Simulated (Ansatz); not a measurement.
# KRb₂ (quartet): geometry and frequencies at several levels

The task here is to estimate one member of a computed series from the others.

Method: the levels named in each step, in Ansatz 0.2.0.

### The system as given

No two atoms stand within bonding distance.

As a file:

```xyz
3

K    -0.2802    0.1929    4.3807
Rb    1.5506   -2.2659   -0.8091
Rb   -1.4224    2.1776   -1.1949
```

Set-up of the first run:

Contents of input.yaml:

```yaml
crystal:
  periodic: [false, false, false]
  atoms:
    - { symbol: K, position_ang: [-0.25002102, 0.17206329, 3.90830966] }
    - { symbol: Rb, position_ang: [1.62592509, -2.39058955, -0.56116788] }
    - { symbol: Rb, position_ang: [-1.52794406, 2.32315626, -0.97045178] }
magnetization:
  spin_polarized: true
  initial_magnetization: 3
basis:
  gaussian: { orbitals: def2-TZVPP }
hamiltonian:
  xc: pbe0
  dispersion: d4
relax:
  f_tol: 0.002
  max_steps: 150
```

Run with:

```console
ansatz run input.yaml --threads 2 --pin off --max-ram 5120MiB --backend cpu --events-out ev --progress --plain --runs-dir out
```

Steps of the session up to this table: Relaxation, PBE0-D4/def2-TZVPP; Frequencies, PBE0-D4/def2-TZVPP; Relaxation, PBE-D4/def2-TZVPP; Frequencies, PBE-D4/def2-TZVPP; Relaxation, r2SCAN-D4/def2-TZVPP; Frequencies, r2SCAN-D4/def2-TZVPP; Relaxation, B3LYP-D4/def2-TZVPP; Frequencies, B3LYP-D4/def2-TZVPP; Relaxation, B2PLYP/def2-TZVPP.

One table of the session follows, with a row left open; its other results are not shown here.

| level | dipole (D) | highest frequency (cm⁻¹) |
| --- | --- | --- |
| PBE0-D4/def2-TZVPP | 0.36 | 29 |
| PBE-D4/def2-TZVPP | 0.35 | 27 |
| r2SCAN-D4/def2-TZVPP | 0.39 | 27 |
| B3LYP-D4/def2-TZVPP | ? | ? |
| B2PLYP/def2-TZVPP | 0.07 | - |

**Question.** Estimate the row for B3LYP-D4/def2-TZVPP.

The run gave: dipole (D): 0.14; highest frequency (cm⁻¹): 28. In the column «dipole (D)» it lies between B2PLYP/def2-TZVPP (0.07) and PBE-D4/def2-TZVPP (0.35).
